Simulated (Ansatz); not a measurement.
Task: a rigid scan of one bond length of C₂H₄BI, SMILES C=CBI, with the Python package of Ansatz (0.2.0). Give the script and its output. Use (for the species named): PBE0, def2-SVP basis, multiplicity 1, D4 dispersion.

```xyz
8

C     0.8887    0.9987    0.2538
C    -0.2639    0.4027   -0.1628
B    -0.4285   -1.1489   -0.0515
I    -2.1580   -2.1415   -0.7228
H     1.6830    0.4986    0.6539
H     0.9063    2.1381    0.1424
H    -1.0560    0.9740   -0.5829
H     0.5206   -1.7789    0.4140
```

`scan.py`:
```python
'''Stretching a bond of C2H4BI, the rest held rigid.'''

import ansatz as az
import numpy as np

c2h4bi = (
    az.Crystal.molecule()
    .atom('C', (0.8887, 0.9987, 0.2538))
    .atom('C', (-0.2639, 0.4027, -0.1628))
    .atom('B', (-0.4285, -1.1489, -0.0515))
    .atom('I', (-2.158, -2.1415, -0.7228))
    .atom('H', (1.683, 0.4986, 0.6539))
    .atom('H', (0.9063, 2.1381, 0.1424))
    .atom('H', (-1.056, 0.974, -0.5829))
    .atom('H', (0.5206, -1.7789, 0.414))
)

symbols = [site.symbol for site in c2h4bi.cartesian_sites]
start = np.array([site.position_ang for site in c2h4bi.cartesian_sites])
axis = (start[5] - start[0]) / np.linalg.norm(start[5] - start[0])
moving = [5]
lengths, energies = [1.008, 1.053, 1.099, 1.145, 1.191, 1.237, 1.282, 1.351], []
for length in lengths:
    xyz = start.copy()
    xyz[moving] += (length - np.linalg.norm(start[5] - start[0])) * axis
    point = az.Crystal.molecule()
    for symbol, xyz in zip(symbols, xyz):
        point = point.atom(symbol, xyz.tolist())
    setup = point.calculation()
    setup = setup.basis(gaussian='def2-SVP')
    setup = setup.functional('pbe0', dispersion='d4')
    summary = setup.run().report
    energies.append(summary['free_energy_ev'])
    print(f'r = {length:6.3f} A  E = {energies[-1]:.5f} eV  <S^2> = {abs(summary["mean_field"]["state"]["spin_squared"]):.3f}')

# quartic fit about the minimum
fit = np.polynomial.Polynomial.fit(lengths, np.array(energies) - min(energies), 4).convert()
roots = [r.real for r in fit.deriv().roots() if abs(r.imag) < 1e-9 and fit.deriv(2)(r.real) > 0]
r_e = min(roots, key=lambda r: abs(r - lengths[int(np.argmin(energies))]))
print(f'minimum of the fit at {r_e:.4f} A, force constant {fit.deriv(2)(r_e):.2f} eV/A^2')
```

Running `python scan.py` prints:
```text
r =  1.008 A  E = -10910.64923 eV  <S^2> = 0.000
r =  1.053 A  E = -10910.77470 eV  <S^2> = 0.000
r =  1.099 A  E = -10910.80970 eV  <S^2> = 0.000
r =  1.145 A  E = -10910.77189 eV  <S^2> = 0.000
r =  1.191 A  E = -10910.67838 eV  <S^2> = 0.000
r =  1.237 A  E = -10910.54271 eV  <S^2> = 0.000
r =  1.282 A  E = -10910.37949 eV  <S^2> = 0.000
r =  1.351 A  E = -10910.08859 eV  <S^2> = 0.000
minimum of the fit at 1.0963 A, force constant 35.02 eV/A^2
```

What to keep in mind:
- Total energies depend on the basis set; only differences at equal settings carry meaning.
- The rest of the molecule is held rigid at a force-field or estimated start geometry, and the basis set is modest; single-reference methods fail as a bond breaks.
- def2 sets replace the cores of elements past krypton by effective core potentials.
- The orbitals are restricted, so S² is zero by construction.
- The whole script took 14 s on 1 thread of Intel(R) Xeon(R) 6975P-C (Granite Rapids), on a shared host, peak memory 0.25 GiB.

(Lines on the test bed's own set-up are left out of the output.)
